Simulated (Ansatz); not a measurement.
What does this script print? It uses Ansatz 0.2.0 through its Python package.

`xc_ir3rh.py`:
```python
'''Functional comparison for Ir3Rh (totals differ with the potentials too).'''

import ansatz as az
import pandas as pd

params = {
    'smearing': 'Fermi-Dirac',
    'width_ev': 0.05,
}


def main() -> None:
    xtal = (
        az.Lattice.of((-1.919089, 1.919089, 3.84271), (1.919089, -1.919089, 3.84271), (1.919089, 1.919089, -3.84271))
        .atom('Ir', (0.75, 0.25, 0.5))
        .atom('Ir', (0.25, 0.75, 0.5))
        .atom('Ir', (0.5, 0.5, 0.0))
        .atom('Rh', (0.0, 0.0, 0.0))
    )

    job = xtal.calculation()
    job = job.kpoints(9)
    job = job.occupations(params['smearing'], width=params['width_ev'])

    rows = []
    for value in ['blyp', 'lda', 'pbesol']:
        report = job.functional(value).run(threads=1, backend='cpu').report
        rows.append((value, report['free_energy_ev'] / len(report['lattice']['sites']), report['n_iterations'], report['n_kpoints']))

    table = pd.DataFrame(rows, columns=['functional', 'F/atom (eV)', 'iterations', 'k-points'])
    print(table.round(5).to_string(index=False))


if __name__ == '__main__':
    main()
```

`python xc_ir3rh.py` gives:
```text
DeckWarning: basis.ecutwfc = 420 eV, auto-derived from the records' recommended cutoffs: set by Ir (normal level)
functional  F/atom (eV)  iterations  k-points
      blyp -10574.78224           7        75
       lda -10317.21447           6        75
    pbesol -10433.98192           6        75
```
(Warnings from the package without file and line.)

Notes:
- BLYP can be off by several per cent in the lattices of metals, and by several GPa in the pressure at a fixed cell.
- The mesh is modest for a metal, so energies can be off by several to tens of meV an atom and pressures by half a GPa or more; differences at equal mesh fare better.
- Spin-orbit coupling, which matters for elements this heavy, is left out.
- This cell is a computed structure, which may not be the phase found in nature.
- Total energies of different functionals can't be compared; pressures, moments and gaps at this one structure can.
- Wall time of the script: 24 s on 1 thread of Arm Neoverse V1, with other jobs on the host, peak memory 0.52 GiB.
